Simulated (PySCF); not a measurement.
# Cl6Cr ([CrCl6]3-): the cost of one run

Programs: PySCF 2.14.0, with routines of our own; each step states its level. All values are computed. Atoms count from 0.

### Step 1. The system as given

7 atoms, charge -3, states of the metal's open shell are computed; geometry from: model start, shaken.

### Step 2. Relaxing the molecule at PBE0-D3(BJ)/def2-SVP

What the job is given:

```
{"job": {"xc": "PBE0", "basis": "def2-SVP", "d3": "d3bj", "grid": 1, "maxiter": 45, "solvent": "water", "kind": "geom"}, "charge": -3, "metal": "Cr", "open_shell": "d3"}
Cr     0.000020     0.004480    -0.004110
Cl    -0.013360    -0.006820     2.310130
Cl     0.000900     0.020100    -2.332380
Cl     2.315690     0.007350     0.005350
Cl    -2.323420    -0.013960    -0.000440
Cl     0.010430     2.304840    -0.006860
Cl    -0.028520    -2.344340    -0.027630
```

Launch:

```sh
$ OMP_NUM_THREADS=1 python lf_run.py task.json out
```

This one command runs all jobs of the session in turn.

Q: Estimate the wall time and peak memory of this first job on 1 thread of Arm Neoverse V2, shared host.

About 5.4 min, with a peak of 1.1 GiB.
